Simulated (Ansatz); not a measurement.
# C2H5NSi: how energies converge with the basis set

One table from this session's results is given with a row withheld; the runs are named, their logs left out.

Computed with Ansatz 0.2.0, Gaussian basis. Level: one geometry, several basis sets.

Levels to be run: PBE0-D4/def2-SVP; ωB97M-V/def2-SVP; PBE0-D4/def2-QZVPP; ωB97M-V/def2-QZVPP; the functionals' def2-TZVPP values are taken from earlier runs.

## Structure used throughout

All runs share one geometry, relaxed beforehand with PBE0-D4 in a triple-zeta def2 set.

SMILES `CC1=N[SiH2]1`, 9 atoms, charge 0, spin multiplicity 1.

Atoms are counted from 1 here; the program's logs count them from 0.

Bond lengths: C1–C2 1.477 Å, C1–H5 1.093 Å, C1–H6 1.093 Å, C1–H7 1.092 Å, C2–N3 1.276 Å, C2–Si4 1.786 Å, N3–Si4 1.791 Å, Si4–H8 1.478 Å, Si4–H9 1.478 Å. Angles: C2–C1–H5 109.8°, C2–C1–H6 109.9°, C2–C1–H7 110.5°, H5–C1–H6 107.0°, H5–C1–H7 109.8°, H6–C1–H7 109.8°, C1–C2–N3 131.5°, C1–C2–Si4 159.2°, N3–C2–Si4 69.3°, C2–N3–Si4 68.9°, C2–Si4–N3 41.8°, C2–Si4–H8 122.2°, C2–Si4–H9 122.2°, N3–Si4–H8 118.0°, N3–Si4–H9 118.0°, H8–Si4–H9 114.1°.

As a file:

```
C     0.0021    1.1290   -1.0005
C     0.2105    0.0369   -0.0279
N     1.2746   -0.4625    0.4680
Si   -0.1823   -1.2810    1.1112
H    -0.5387    0.7513   -1.8716
H    -0.6174    1.9105   -0.5541
H     0.9598    1.5504   -1.3145
H    -0.4610   -2.6589    0.6563
H    -0.5592   -1.0220    2.5161
```

Set-up of the first run:

Input file in.yaml:

```yaml
crystal:
  periodic: [false, false, false]
  atoms:
    - {symbol: C, position_ang: [0.002145, 1.129003, -1.000503]}
    - {symbol: C, position_ang: [0.210479, 0.036856, -0.027876]}
    - {symbol: N, position_ang: [1.274647, -0.462545, 0.467955]}
    - {symbol: Si, position_ang: [-0.182298, -1.281036, 1.111180]}
    - {symbol: H, position_ang: [-0.538716, 0.751304, -1.871577]}
    - {symbol: H, position_ang: [-0.617393, 1.910486, -0.554103]}
    - {symbol: H, position_ang: [0.959767, 1.550443, -1.314513]}
    - {symbol: H, position_ang: [-0.461018, -2.658883, 0.656300]}
    - {symbol: H, position_ang: [-0.559211, -1.022029, 2.516137]}
basis:
  gaussian: {orbitals: def2-SVP}
hamiltonian: {xc: pbe0, dispersion: d4}
output: {orbitals: {seedname: orbitals}}
```

On the command line:

```sh
ansatz run in.yaml --threads 2 --pin off --events-out ev --progress --plain --max-ram 4352MiB
```

Steps of the session up to this table: PBE0-D4 in def2-SVP; ωB97M-V in def2-SVP; PBE0-D4 in def2-QZVPP; ωB97M-V in def2-QZVPP.

One table of the session follows, with a row left open; its other results are not shown here.

| functional | basis | HOMO (eV) | LUMO (eV) |
| --- | --- | --- | --- |
| PBE0-D4 | def2-SVP | -6.46 | -0.17 |
| PBE0-D4 | def2-TZVPP | -6.51 | -0.36 |
| PBE0-D4 | def2-QZVPP | -6.53 | -0.44 |
| ωB97M-V | def2-SVP | -8.60 | 2.06 |
| ωB97M-V | def2-TZVPP | -8.68 | 1.44 |
| ωB97M-V | def2-QZVPP | ? | ? |

Q: Estimate the row for ωB97M-V, def2-QZVPP from the others.

The run gave: HOMO (eV): -8.70; LUMO (eV): 1.13. In the column «HOMO (eV)» it is the lowest.
